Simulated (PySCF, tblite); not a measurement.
# C₄H₈AlClS₂: geometry, infrared bands and NMR shifts

Aim: predict the infrared bands and NMR shifts of C₄H₈AlClS₂ (`CC[C@H]1C[S][Al]([Cl])[S]1`).

Programs: tblite 0.8.0 and PySCF 2.14.0, with density-fitted response routines of our own. Each step states its level of theory. These are calculated values for one molecule in the gas phase, unless marked as measured. Atoms are numbered from 0 throughout.

## Step 1: The starting structure

16 atoms, charge 0, multiplicity 1; geometry from: force field or distance geometry start.

Bonds of the start (Å): C0–C1 1.50, C1–C2 1.51, C2–C3 1.50, C3–S4 1.80, S4–Al5 2.28, Al5–Cl6 2.22, Al5–S7 2.30, S7–C2 1.82, C0–H8 1.11, C0–H9 1.12, C0–H10 1.13, C1–H11 1.12, C1–H12 1.12, C2–H13 1.11, C3–H14 1.11, C3–H15 1.11.

## Step 2: Relaxing the molecule with GFN2-xTB

What the job is given:

```
{"job": {"kind": "relax", "xc": "GFN2-xTB", "basis": "xTB"}, "charge": 0, "multiplicity": 1}
C     -1.998600     0.306900    -0.424300
C     -0.821000     0.772900     0.381200
C     -0.001300    -0.453700     0.706300
C      0.501000    -1.188800    -0.498400
S      1.470000    -0.069500    -1.527200
Al     2.752500     0.784700     0.152100
Cl     4.954300     0.520600     0.214300
S      1.410700    -0.092900     1.801800
H     -1.641300     0.031300    -1.442200
H     -2.810900     1.072500    -0.463300
H     -2.487700    -0.582500     0.062400
H     -0.157800     1.421500    -0.239000
H     -1.178200     1.311300     1.295300
H     -0.660100    -1.147100     1.272300
H     -0.379900    -1.513100    -1.083400
H      1.040700    -2.123500    -0.219400
```

Launch:

```sh
> OMP_NUM_THREADS=1 python probes_run.py task.json out
```

This one command runs all jobs of the session in turn.

**Question.** This job is followed by: GFN2-xTB harmonic vibrations, gas phase; GIAO PBE0/pcSseg-1 NMR shielding, non-relativistic, gas phase. Predict these results of the whole session: strongest single infrared mode (GFN2-xTB); zero-point energy (GFN2-xTB); ¹³C shifts against TMS (PBE0/pcSseg-1); ¹H shifts against TMS (PBE0/pcSseg-1, means over atoms taken as alike); ³³S shifts against CS2 (PBE0/pcSseg-1); ²⁷Al shifts against AlH4- (PBE0/pcSseg-1); ³⁵Cl shifts against HCl (PBE0/pcSseg-1); surface potential, 1st and 99th percentile.

As calculated:

```
                                                              quantity                                   value
                             strongest single infrared mode (GFN2-xTB)                    659 cm⁻¹, 142 km/mol
                                          zero-point energy (GFN2-xTB)                           72.7 kcal/mol
                                ¹³C shifts against TMS (PBE0/pcSseg-1)              53.1, 40.4, 36.6, 14.9 ppm
¹H shifts against TMS (PBE0/pcSseg-1, means over atoms taken as alike)  3.25, 3.18, 3.12, 1.72, 1.70, 0.89 ppm
                                ³³S shifts against CS2 (PBE0/pcSseg-1)                           -42, -169 ppm
                             ²⁷Al shifts against AlH4- (PBE0/pcSseg-1)                               150.1 ppm
                               ³⁵Cl shifts against HCl (PBE0/pcSseg-1)                                  -3 ppm
                                 surface potential, 1st and 99th percentile                      -0.79 V and 2.06 V
```

Over 87 steps the energy fell by 1.077 eV; of the close pairs, Al5–Cl6 changed most, 2.218 to 2.014 Å. No mode is imaginary among the 42: a minimum at this level. The strongest single mode, at 659 cm⁻¹, moves mainly Al5. Unscaled tight-binding wavenumbers are off by several per cent, some by more. Its intensities can rank the bands wrongly. At PBE0/pcSseg-1: Shielding is most anisotropic at S7 (span 306 ppm, paramagnetic term -513 ppm). By nearest atom (PBE0/pcSseg-1), the HOMO sits on S4, S7 about 41 % each and the LUMO on Al5 47 %; Cl6 14 %.
